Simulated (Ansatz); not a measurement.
# CH8S2Si2: the cost of one run

Method: RHF/def2-SVP; program: Ansatz 0.2.0.

**1. The starting structure**

SMILES `[SiH3][SiH2]SCS`, 13 atoms, charge 0, spin multiplicity 1.

Atoms are counted from 1 here; the program's logs count them from 0.

Bond lengths: Si1–Si2 2.362 Å, Si1–H6 1.505 Å, Si1–H7 1.512 Å, Si1–H8 1.503 Å, Si2–S3 2.176 Å, Si2–H9 1.506 Å, Si2–H10 1.510 Å, S3–C4 1.835 Å, C4–S5 1.831 Å, C4–H11 1.109 Å, C4–H12 1.108 Å, S5–H13 1.364 Å. Angles: Si2–Si1–H6 110.1°, Si2–Si1–H7 108.9°, Si2–Si1–H8 112.0°, H6–Si1–H7 107.6°, H6–Si1–H8 110.1°, H7–Si1–H8 108.0°, Si1–Si2–S3 114.9°, Si1–Si2–H9 110.3°, Si1–Si2–H10 111.0°, S3–Si2–H9 102.1°, S3–Si2–H10 109.2°, H9–Si2–H10 108.9°, Si2–S3–C4 99.8°, S3–C4–S5 117.0°, S3–C4–H11 110.4°, S3–C4–H12 105.9°, S5–C4–H11 104.7°, S5–C4–H12 110.6° and more.

Coordinates:

| atom | x (Å) | y (Å) | z (Å) |
| --- | --- | --- | --- |
| Si1 | -2.0245 | -0.5421 | -0.1144 |
| Si2 | 0.1387 | -1.4693 | 0.0893 |
| S3 | 1.7030 | -0.3874 | -0.9679 |
| C4 | 1.8558 | 1.0815 | 0.1208 |
| S5 | 0.3182 | 2.0025 | 0.4968 |
| H6 | -2.0855 | 0.3704 | -1.3098 |
| H7 | -3.0170 | -1.6594 | -0.3419 |
| H8 | -2.4382 | 0.2026 | 1.1242 |
| H9 | 0.1899 | -2.8232 | -0.5682 |
| H10 | 0.5301 | -1.6159 | 1.5406 |
| H11 | 2.2571 | 0.7881 | 1.1125 |
| H12 | 2.5984 | 1.7439 | -0.3665 |
| H13 | -0.0055 | 2.2736 | -0.8003 |

This geometry comes from a loose relaxation at PBE in a small basis, which is not shown.

**3. Setting up the map**

- dihedral S3–C4–S5–H13: 18 values from −180 to 160 °, periodic
- dihedral Si2–S3–C4–S5: 18 values from −180 to 160 °, periodic

Nothing else is relaxed (all other coordinates rigid). Energies count from the relaxed molecule at the same level. Points are written as (first, second).

(The set-up runs are not shown.)

**4. Point (20°, −40°)**

input.yaml

```yaml
crystal:
  periodic: [false, false, false]
  atoms:
    - { symbol: Si, position_ang: [-2.085752, -0.617263, -0.097405] }
    - { symbol: Si, position_ang: [0.117788, -1.489754, 0.059328] }
    - { symbol: S, position_ang: [1.648102, -0.325897, -0.951466] }
    - { symbol: C, position_ang: [1.866417, 1.107891, 0.152534] }
    - { symbol: S, position_ang: [0.363881, 1.811643, 0.891826] }
    - { symbol: H, position_ang: [-2.215873, 0.235769, -1.301959] }
    - { symbol: H, position_ang: [-3.027362, -1.760427, -0.225971] }
    - { symbol: H, position_ang: [-2.452145, 0.152737, 1.112399] }
    - { symbol: H, position_ang: [0.18327, -2.79998, -0.627406] }
    - { symbol: H, position_ang: [0.509622, -1.661518, 1.480337] }
    - { symbol: H, position_ang: [2.510412, 0.848061, 0.989917] }
    - { symbol: H, position_ang: [2.378892, 1.861058, -0.439703] }
    - { symbol: H, position_ang: [-0.422593, 0.746135, 0.727147] }
basis:
  gaussian: { orbitals: def2-SVP }
hamiltonian:
  xc: hf
output:
  forces: true
```

On the command line:

```
$ ansatz run input.yaml --threads 1 --pin off --max-ram 2560MiB --backend cpu --events-out ev --progress --plain --runs-dir out
```

What time and memory should one allow on 1 thread of Arm Neoverse V2, shared host?

About 3.5 s, with a peak of 0.27 GiB.
